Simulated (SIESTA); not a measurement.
The system is HfB.

```
CELL_PARAMETERS angstrom
0.00000 2.31000 2.31000
2.31000 0.00000 2.31000
2.31000 2.31000 0.00000
ATOMIC_POSITIONS crystal
Hf 0.50000 0.50000 0.50000
B 0.00000 0.00000 0.00000
```

| Property | Result |
| --- | --- |
| Program | SIESTA 5.4.2 |
| Task | relaxation of cell and atoms |
| Functional | PBEsol |
| Potentials or basis | PseudoDojo 0.4 standard (PBEsol files) |
| Basis | DZP (energy shift 0.003 Ry; two zetas on semicore shells) |
| Grid cutoff | 800 Ry |
| Energy shift | 0.003 Ry |
| k mesh | 8 × 8 × 8 |
| Occupations | fermi-dirac, width 0.05 eV |
| Spin | no spin polarisation |

At the start: pressure 25.8 GPa; volume 12.33 Å³/atom.

Question: How do energy, volume and symmetry change on relaxing?

Answer: Over 5 steps the energy falls by 108.8 meV/atom and the volume is 13.82 Å³/atom (+12.1 %); space group Fm-3m (No. 225, to 0.05 Å).

The path:
```
step  energy change (eV)  largest force (eV/Å)  pressure (GPa)  volume (Å³)
   1              0.0000                0.0000           25.76        24.65
   2             -0.0368                0.0000           23.10        24.89
   3             -0.2154                0.0000            2.31        27.29
   4             -0.2176                0.0000           -0.05        27.65
   5             -0.2176                0.0000            0.00        27.64
```

Final structure:
```cif
data_structure
_symmetry_space_group_name_H-M 'P 1'
_symmetry_Int_Tables_number 1
_cell_length_a 3.3937
_cell_length_b 3.3937
_cell_length_c 3.3937
_cell_angle_alpha 60.000
_cell_angle_beta 60.000
_cell_angle_gamma 60.000
_cell_volume 27.64
loop_
_atom_site_label
_atom_site_type_symbol
_atom_site_fract_x
_atom_site_fract_y
_atom_site_fract_z
_atom_site_occupancy
Hf1 Hf 0.50000 0.50000 0.50000 1
B1 B 0.00000 0.00000 0.00000 1
```

Caveat: short orbitals over semicore shells can move pressures by several GPa; the volume moved by +12 % from the deposited cell, more than functionals usually miss; the basis of atomic orbitals isn't converged, which shifts pressures, moduli and gaps.
